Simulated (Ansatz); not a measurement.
# C3H6BFS, SMILES BSC(=C)CF: a single point in a Gaussian basis

Computed with Ansatz's Python interface.

At the Python prompt:
```pycon
>>> import json
>>> import ansatz as az
>>> GEOMETRY = '''
... B     0.44750   -1.59820   -1.53230
... S    -0.11590    0.24330   -1.77410
... C    -0.34830    0.51830   -0.02120
... C    -1.43980    0.34190    0.55410
... C     0.85380    0.97710    0.79570
... F     1.15810    0.05500    1.77410
... H     1.56400   -1.82570   -1.38520
... H    -0.38300   -2.38550   -1.53660
... H    -2.35610    0.02160    0.00360
... H    -1.65860    0.50340    1.64350
... H     1.73090    1.13810    0.18790
... H     0.62440    1.95560    1.32460
... '''
>>> geometry = az.Crystal.molecule()
>>> for line in GEOMETRY.strip().splitlines():
...     symbol, *xyz = line.split()
...     geometry = geometry.atom(symbol, [float(v) for v in xyz])
...
>>> calculation = geometry.calculation()
>>> calculation = calculation.basis(gaussian='def2-SVPD')
>>> calculation = calculation.functional('b3lyp', dispersion='d4')
>>> done = calculation.run()
>>> report = done.report
>>> sorted(key for key in report if key.endswith('_ev'))
['free_energy_ev', 'reference_energy_ev']
>>> report['reference_energy_ev']
-17428.1565419408
>>> print('reference energy %16.6f eV' % report['reference_energy_ev'])
reference energy    -17428.156542 eV
>>> print('total energy     %16.6f eV' % report['free_energy_ev'])
total energy        -17428.609344 eV
>>> print('occupied orbitals outside the frozen core (up, down):', report['n_occupied'], ' frozen:', report['n_frozen'], ' virtual:', report['n_virtual'])
occupied orbitals outside the frozen core (up, down): [27, 27]  frozen: 0  virtual: [151, 151]
>>> with open('c3h6bfs.json', 'w') as handle:
...     json.dump({k: report[k] for k in ('free_energy_ev', 'reference_energy_ev', 'n_occupied', 'n_virtual')}, handle, indent=1)
...
```

`c3h6bfs.json`, as written:
```json
{
 "free_energy_ev": -17428.609344435783,
 "reference_energy_ev": -17428.1565419408,
 "n_occupied": [
  27,
  27
 ],
 "n_virtual": [
  151,
  151
 ]
}
```

What to keep in mind:
- Total energies depend on the basis set; only differences at equal settings carry meaning.
- The geometry is a force-field or estimated start, not a minimum of this method, and the basis set is short of its limit.
- Total less reference energy is the dispersion correction.
- b3lyp holds the VWN-RPA fit, as in Gaussian; the form of ORCA and Turbomole is b3lyp5.
- Timing: 9 s on 1 thread of Arm Neoverse V1, on a shared host, peak memory 0.4 GiB.
